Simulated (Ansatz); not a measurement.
**SiC: strong compression**

One table from this session's results is given with a row withheld; the runs are named, their logs left out.

Method: DFT LDA, with the methods named in each step, in Ansatz 0.2.0.

**The system as given**

Symmetry: F-43m, No. 216, cubic system. Conventional cell: a = 4.323 Å, b = 4.323 Å, c = 4.323 Å, α = 90.00°, β = 90.00°, γ = 90.00°. Si (site symmetry -43m) has 4 C at 1.87 Å as nearest neighbours. C (site symmetry -43m) has 4 Si at 1.87 Å as nearest neighbours.

Coordinates:

```cif
data_structure
_symmetry_space_group_name_H-M 'P 1'
_symmetry_Int_Tables_number 1
_cell_length_a 3.0570
_cell_length_b 3.0570
_cell_length_c 3.0570
_cell_angle_alpha 60.000
_cell_angle_beta 60.000
_cell_angle_gamma 60.000
_cell_volume 20.20
loop_
_atom_site_label
_atom_site_type_symbol
_atom_site_fract_x
_atom_site_fract_y
_atom_site_fract_z
_atom_site_occupancy
Si1 Si 0.00000 0.00000 0.00000 1
C1 C 0.25000 0.25000 0.25000 1
```

Whether this phase is the stable one at these pressures isn't tested.

Atoms are numbered in the order of the input: Si1, C2.

The first run:

input.yaml reads:

```yaml
crystal:
  lattice:
    - [0.0, 2.1616189057, 2.1616189057]
    - [2.1616189057, 0.0, 2.1616189057]
    - [2.1616189057, 2.1616189057, 0.0]
  atoms:
    - { symbol: Si, position: [0.0, 0.0, 0.0] }
    - { symbol: C, position: [0.25, 0.25, 0.25] }
kpoints:
  mp_grid: { grid: [17, 17, 17] }
scf:
  occupations: { method: fermi_dirac, width: 0.05 }
hamiltonian:
  xc: lda
  pseudopotentials: { kind: paw }
output:
  forces: true
  stress: true
  write_density: true
  write_potential: true
  elf: true
  volumetric_format: npy
relax:
  f_tol: 0.005
  max_steps: 40
  cell: {}
```

Launch:

```console
> ansatz run input.yaml --threads 1 --pin off --max-ram 2048MiB --backend cpu --events-out ev --progress --plain --runs-dir out
```

Among the steps run: Cell relaxed at zero pressure, PAW; Volume scaled by 1, PAW; Volume scaled by 1, PAW (core large); Volume scaled by 0.94, PAW; Volume scaled by 0.88, PAW; Volume scaled by 0.8, PAW; Volume scaled by 0.72, PAW; Volume scaled by 0.72, PAW (partial_waves polarizable); Volume scaled by 0.64, PAW; Volume scaled by 0.55, PAW; Volume scaled by 0.55, PAW (source ansatz).

One table of the session follows, with a row left open; its other results are not shown here.

| method | volume over the first | volume (Å³/atom) | pressure (GPa) | gap on the k mesh (eV) |
| --- | --- | --- | --- | --- |
| PAW | 1 | 10.140 | 0.02 | 1.34 |
| PAW | 0.94 | 9.531 | 16.02 | 1.29 |
| PAW | 0.88 | ? | ? | ? |
| PAW | 0.8 | 8.112 | 78.15 | 1.13 |
| PAW | 0.72 | 7.301 | 139.53 | 1.00 |
| PAW | 0.64 | 6.489 | 234.35 | 0.84 |
| PAW | 0.55 | 5.577 | 410.72 | 0.61 |
| PAW (core large) | 1 | 10.140 | 0.02 | 1.34 |
| PAW (partial_waves polarizable) | 0.72 | 7.301 | 139.53 | 1.00 |
| PAW (source ansatz) | 0.55 | 5.577 | 409.28 | 0.62 |

Q: Estimate the row for PAW, 0.88 from the others.

**Answer.** volume (Å³/atom): 8.923; pressure (GPa): 37.48; gap on the k mesh (eV): 1.23. In the column «volume (Å³/atom)» it lies between PAW, 0.8 (8.112) and PAW, 0.94 (9.531).

Caveats from the session: Warnings in the runs' records: datasets by core.
